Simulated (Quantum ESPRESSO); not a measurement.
# MgB2 (P6/mmm) in Quantum ESPRESSO: phonons with PBEsol

Aim: the phonons of MgB2 with PBEsol.

Everything below comes from runs of Quantum ESPRESSO 7.5. Logs are shortened: lines on timing, memory, paths and dates and some standing lists are left out, and cuts for length are marked.

## Step 1: Starting point

The structure is hexagonal, space group P6/mmm (No. 191). Conventional cell: a = 3.085 Å, b = 3.085 Å, c = 3.523 Å, α = 90.00°, β = 90.00°, γ = 120.00°. Around Mg (site symmetry 6/mmm) lie 12 B at 2.51 Å. B (site symmetry -6m2) has 3 B at 1.78 Å as nearest neighbours.

## Step 2: Phonons, PBEsol

Contents of pw.in:

```
&CONTROL
  calculation = 'scf'
  prefix = 'pwscf'
  outdir = './tmp'
  pseudo_dir = './pseudo'
  tprnfor = .true.
  tstress = .true.
  disk_io = 'low'
/
&SYSTEM
  ibrav = 0
  celldm(1) = 8
  nat = 3
  ntyp = 2
  ecutwfc = 84
  nbnd = 14
  occupations = 'smearing'
  smearing = 'mp'
  degauss = 0.01469973
/
&ELECTRONS
  conv_thr = 6d-10
  electron_maxstep = 120
  mixing_beta = 0.5
/
ATOMIC_SPECIES
Mg    24.3050 Mg.upf
B     10.8100 B.upf
CELL_PARAMETERS alat
  0.7287256368088   0.0000000000000   0.0000000000000
 -0.3643628184044   0.6310949138713   0.0000000000000
  0.0000000000000   0.0000000000000   0.8321881421321
ATOMIC_POSITIONS crystal
Mg     0.0000000000    0.0000000000    0.0000000000
B      0.3333333333    0.6666666667    0.5000000000
B      0.6666666667    0.3333333333    0.5000000000
K_POINTS automatic
16 16 12 0 0 0
```

Contents of scf2.in:

```
&CONTROL
  calculation = 'scf'
  prefix = 'pwscf'
  outdir = './tmp'
  pseudo_dir = './pseudo'
  tprnfor = .true.
  tstress = .true.
  disk_io = 'low'
/
&SYSTEM
  ibrav = 0
  celldm(1) = 8
  nat = 3
  ntyp = 2
  ecutwfc = 84
  nbnd = 14
  occupations = 'smearing'
  smearing = 'mp'
  degauss = 0.01469973
/
&ELECTRONS
  conv_thr = 1d-13
  electron_maxstep = 120
  mixing_beta = 0.5
  startingpot = 'file'
  startingwfc = 'file'
/
ATOMIC_SPECIES
Mg    24.3050 Mg.upf
B     10.8100 B.upf
CELL_PARAMETERS alat
  0.7287256368088   0.0000000000000   0.0000000000000
 -0.3643628184044   0.6310949138713   0.0000000000000
  0.0000000000000   0.0000000000000   0.8321881421321
ATOMIC_POSITIONS crystal
Mg     0.0000000000    0.0000000000    0.0000000000
B      0.3333333333    0.6666666667    0.5000000000
B      0.6666666667    0.3333333333    0.5000000000
K_POINTS automatic
16 16 12 0 0 0
```

Contents of ph.in:

```
phonons of MgB2
&INPUTPH
  prefix = 'pwscf'
  outdir = './tmp'
  tr2_ph = 1d-18
  fildyn = 'dyn'
  niter_ph = 90
  alpha_mix(1) = 0.4
/
0.0000000000 0.0000000000 0.0000000000
```

Contents of dynmat.in:

```
&INPUT
  fildyn = 'dyn'
  asr = 'crystal'
  filout = 'dynmat.disp'
  fileig = 'dynmat.eig'
/
```

Potentials or basis: PseudoDojo 0.4.1 SR PBEsol standard.

Run with:

```sh
> OMP_NUM_THREADS=1 mpirun -n 8 pw.x -nk 8 -in pw.in > pw.out
> OMP_NUM_THREADS=1 mpirun -n 8 pw.x -nk 8 -in scf2.in > scf2.out
> OMP_NUM_THREADS=1 mpirun -n 8 ph.x -nk 8 -in ph.in > ph.out
> OMP_NUM_THREADS=1 mpirun -n 1 dynmat.x -in dynmat.in > dynmat.out
```

pw.out:

```text
This program is part of the open-source Quantum ESPRESSO suite
     for quantum simulation of materials; please cite
[... 6 lines left out ...]
     using ibrav=0 with symmetry is DISCOURAGED, use correct ibrav instead

     K-points division:     npool     =       8
     Subspace diagonalization in iterative solution of the eigenvalue problem:
     a serial algorithm will be used

     G-vector sticks info
     --------------------
     sticks:   dense  smooth     PW     G-vecs:    dense   smooth      PW
     Sum         769     769    241                20331    20331    3285

     Using Slab Decomposition

     bravais-lattice index     =            0
     lattice parameter (alat)  =       8.0000  a.u.
     unit-cell volume          =     195.9522 (a.u.)^3
     number of atoms/cell      =            3
     number of atomic types    =            2
     number of electrons       =        16.00
     number of Kohn-Sham states=           14
     kinetic-energy cutoff     =      84.0000  Ry
     charge density cutoff     =     336.0000  Ry
     scf convergence threshold =      6.0E-10
     mixing beta               =       0.5000
     number of iterations used =            8  plain     mixing
     Exchange-correlation= PBESOL
                           (   1   4  10   8   0   0   0)

     celldm(1)=   8.000000  celldm(2)=   0.000000  celldm(3)=   0.000000
     celldm(4)=   0.000000  celldm(5)=   0.000000  celldm(6)=   0.000000

     crystal axes: (cart. coord. in units of alat)
               a(1) = (   0.728726   0.000000   0.000000 )
               a(2) = (  -0.364363   0.631095   0.000000 )
               a(3) = (   0.000000   0.000000   0.832188 )

     reciprocal axes: (cart. coord. in units 2 pi/alat)
               b(1) = (  1.372259  0.792274 -0.000000 )
               b(2) = (  0.000000  1.584548  0.000000 )
               b(3) = (  0.000000 -0.000000  1.201651 )

     PseudoPot. # 1 for Mg read from file:
     Mg.upf
     Pseudo is Norm-conserving, Zval = 10.0
     Generated using ONCVPSP code by D. R. Hamann
     Using radial grid of 1510 points,  4 beta functions with:
                l(1) =   0
                l(2) =   0
                l(3) =   1
                l(4) =   1

     PseudoPot. # 2 for B  read from file:
     B.upf
     Pseudo is Norm-conserving + core correction, Zval =  3.0
     Generated using ONCVPSP code by D. R. Hamann
     Using radial grid of 1534 points,  4 beta functions with:
                l(1) =   0
                l(2) =   0
                l(3) =   1
                l(4) =   1

     atomic species   valence    mass     pseudopotential
     Mg               10.00    24.30500     Mg( 1.00)
     B                 3.00    10.81000     B ( 1.00)

     24 Sym. Ops., with inversion, found

   Cartesian axes

     site n.     atom                  positions (alat units)
         1        Mg     tau(   1) = (   0.0000000   0.0000000   0.0000000  )
         2        B      tau(   2) = (  -0.0000000   0.4207299   0.4160941  )
         3        B      tau(   3) = (   0.3643628   0.2103650   0.4160941  )

     number of k points=   210  Methfessel-Paxton smearing, width (Ry)=  0.0147

     Number of k-points >= 100: set verbosity='high' to print them.

     Dense  grid:    20331 G-vectors     FFT dimensions: (  36,  36,  40)

     Initial potential from superposition of free atoms

     starting charge      15.9987, renormalised to      16.0000
     Starting wfcs are   13 randomized atomic wfcs +    1 random wfcs

     Self-consistent Calculation

     iteration #  1     ecut=    84.00 Ry     beta= 0.50
     Davidson diagonalization with overlap
     ethr =  1.00E-02,  avg # of iterations =  4.8

     total energy              =    -130.32985467 Ry
     estimated scf accuracy    <       0.30675164 Ry

     iteration #  2     ecut=    84.00 Ry     beta= 0.50
     Davidson diagonalization with overlap
     ethr =  1.92E-03,  avg # of iterations =  2.5

     total energy              =    -130.38554262 Ry
     estimated scf accuracy    <       0.00308469 Ry

     iteration #  3     ecut=    84.00 Ry     beta= 0.50
     Davidson diagonalization with overlap
     ethr =  1.93E-05,  avg # of iterations =  6.6

     total energy              =    -130.38590731 Ry
     estimated scf accuracy    <       0.00070274 Ry

     iteration #  4     ecut=    84.00 Ry     beta= 0.50
     Davidson diagonalization with overlap
     ethr =  4.39E-06,  avg # of iterations =  1.8

     total energy              =    -130.38593297 Ry
     estimated scf accuracy    <       0.00003669 Ry

     iteration #  5     ecut=    84.00 Ry     beta= 0.50
     Davidson diagonalization with overlap
     ethr =  2.29E-07,  avg # of iterations =  2.3

     total energy              =    -130.38594243 Ry
     estimated scf accuracy    <       0.00000495 Ry

     iteration #  6     ecut=    84.00 Ry     beta= 0.50
     Davidson diagonalization with overlap
     ethr =  3.09E-08,  avg # of iterations =  2.0

     total energy              =    -130.38594365 Ry
     estimated scf accuracy    <       0.00000037 Ry

     iteration #  7     ecut=    84.00 Ry     beta= 0.50
     Davidson diagonalization with overlap
     ethr =  2.31E-09,  avg # of iterations =  2.1

     total energy              =    -130.38594375 Ry
     estimated scf accuracy    <       0.00000023 Ry

     iteration #  8     ecut=    84.00 Ry     beta= 0.50
     Davidson diagonalization with overlap
     ethr =  1.47E-09,  avg # of iterations =  1.8

     End of self-consistent calculation

     Number of k-points >= 100: set verbosity='high' to print the bands.

     the Fermi energy is     9.1024 ev

!    total energy              =    -130.38594380 Ry
     estimated scf accuracy    <          3.2E-11 Ry
     smearing contrib. (-TS)   =      -0.00002740 Ry
     internal energy E=F+TS    =    -130.38591640 Ry

     The total energy is F=E-TS. E is the sum of the following terms:
     one-electron contribution =     -76.62106386 Ry
     hartree contribution      =      40.62940605 Ry
     xc contribution           =     -20.53833458 Ry
     ewald contribution        =     -73.85592402 Ry

     convergence has been achieved in   8 iterations

     Forces acting on atoms (cartesian axes, Ry/au):

     atom    1 type  1   force =     0.00000000    0.00000000    0.00000000
     atom    2 type  2   force =    -0.00000000   -0.00000000    0.00000000
     atom    3 type  2   force =     0.00000000    0.00000000   -0.00000000

     Total force =     0.000000     Total SCF correction =     0.000000

     Computing stress (Cartesian axis) and pressure

          total   stress  (Ry/bohr**3)                   (kbar)     P=      -27.86
  -0.00020944   0.00000000   0.00000000          -30.81        0.00        0.00
   0.00000000  -0.00020944   0.00000000            0.00      -30.81        0.00
   0.00000000   0.00000000  -0.00014936            0.00        0.00      -21.97

=------------------------------------------------------------------------------=
   JOB DONE.
=------------------------------------------------------------------------------=
```

ph.out:

```text
This program is part of the open-source Quantum ESPRESSO suite
     for quantum simulation of materials; please cite
         "P. Giannozzi et al., J. Phys.:Condens. Matter 21 395502 (2009);
         "P. Giannozzi et al., J. Phys.:Condens. Matter 29 465901 (2017);
         "P. Giannozzi et al., J. Chem. Phys. 152 154105 (2020);
     in publications or presentations arising from this work. More details at

     K-points division:     npool     =       8
[... 272 lines left out ...]
     freq (   9-   9) =        682.8  [cm-1]   --> B_1g

     INITIALIZATION:

     DYNAMICAL MATRIX:

      Additional routines

=------------------------------------------------------------------------------=
   JOB DONE.
=------------------------------------------------------------------------------=
```

It took 4.1 min on 8 MPI ranks of Intel Xeon Platinum 8259CL at 2.50GHz (Skylake/Cascade Lake), shared host; peak memory 0.56 GiB.

What came out:

| Item | Value |
| --- | --- |
| Free energy | -1773.9911 eV |
| Pressure | -2.8 GPa |
| Band gap on the k mesh | none (metal or under the smearing width) |
| Highest phonon frequency at Γ | 683 cm⁻¹ |

Stress tensor (GPa, compression positive):
```
-3.08  0.00  0.00
 0.00 -3.08  0.00
 0.00  0.00 -2.20
```

Phonon frequencies in cm⁻¹ (negative: imaginary):
```
              q point                       frequencies
(0.000, 0.000, 0.000)  25 25 33 331 331 396 587 587 683
```

Optical modes at Γ, degenerate ones joined:
```csv
cm⁻¹,components,symmetry,active in
332,2,E1u,IR
397,1,A2u,IR
587,2,E2g,Raman
683,1,B1g,silent
```

Caveat: before the sum rule the acoustic modes lie tens of cm⁻¹ from zero, a sign that the density grid also shifts the optical modes.
